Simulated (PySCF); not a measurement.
# A diatomic session: MoH

An exercise on one series of results from a longer session: the logs are not shown, and one member is left open.

Program: PySCF 2.14.0. Level of theory: Mo def2-TZVPP with ECP28, H def2-TZVPP, scalar-relativistic core potentials. These are calculated values, not measurements.

Set-up of the first run:

The job is set up so:

```yaml
atoms: Mo, H
charge: 0
basis: Mo def2-TZVPP with ECP28, H def2-TZVPP
Hamiltonian: scalar-relativistic core potentials
basis_functions: 70
electrons_treated: 15
masses_in_u: 97.9054, 1.0078
levels: PBE0, PBE, r²SCAN, TPSS, r²SCANh, BLYP, B2PLYP, LC-ωPBE, HF, MP2, SCS-MP2, CCSD, CCSD(T)
grid: 80 radial by 434 angular points
occupations: held fixed by the projection of orbital angular momentum
dissociation_limit: Mo + H, each in its ground configuration
starting_distance_in_angstrom: 1.615
values_of_2S_to_try: 1, 3, 5, 7, 9
```

Command:

```sh
$ OMP_NUM_THREADS=1 python dia.py task.json out
```

Among the steps run: The job; The PBE0 curve of the state that the search chose; Higher solutions at PBE0; PBE; r²SCAN (meta-GGA); TPSS; r²SCANh; BLYP; B2PLYP; LC-ωPBE (range-separated hybrid); ROHF; MP2 and coupled cluster.

One of the session's tables, all rows but one given; the rest of the session is left out.

Energy (eV) from each level's lowest point:

```
R (Å)   ROHF  ROHF-MP2  ROHF-SCS-MP2  ROHF-CCSD  ROHF-CCSD(T)
1.476  0.641     0.385         0.421        n/a           n/a
1.544  0.338     0.158         0.182      0.226         0.220
1.613  0.146     0.036         0.050      0.076         0.073
1.665      ?         ?             ?          ?             ?
1.716  0.013     0.001         0.000      0.000         0.000
1.768  0.000     0.033         0.025      0.012         0.014
1.836  0.023     0.114         0.098      0.067         0.071
1.922  0.103     0.262         0.236      0.182         0.187
2.025  0.249     0.486         0.448      0.363         0.371
2.162  0.493     0.832         0.776        n/a           n/a
```

Q: Estimate the row for R (Å) = 1.665 from the others.

Worked estimate for «ROHF». A straight line through the neighbours (1.613, 0.146) and (1.716, 0.013) gives 0.146 + (0.013 − 0.146) × (1.665 − 1.613) / (1.716 − 1.613) = 0.079; a parabola fitted to 4 rows on both sides gives 0.058.

The run gave: ROHF: 0.060; ROHF-MP2: 0.000; ROHF-SCS-MP2: 0.006; ROHF-CCSD: 0.019; ROHF-CCSD(T): 0.017. In «ROHF» the line misses by +0.019 and the parabola by -0.002.
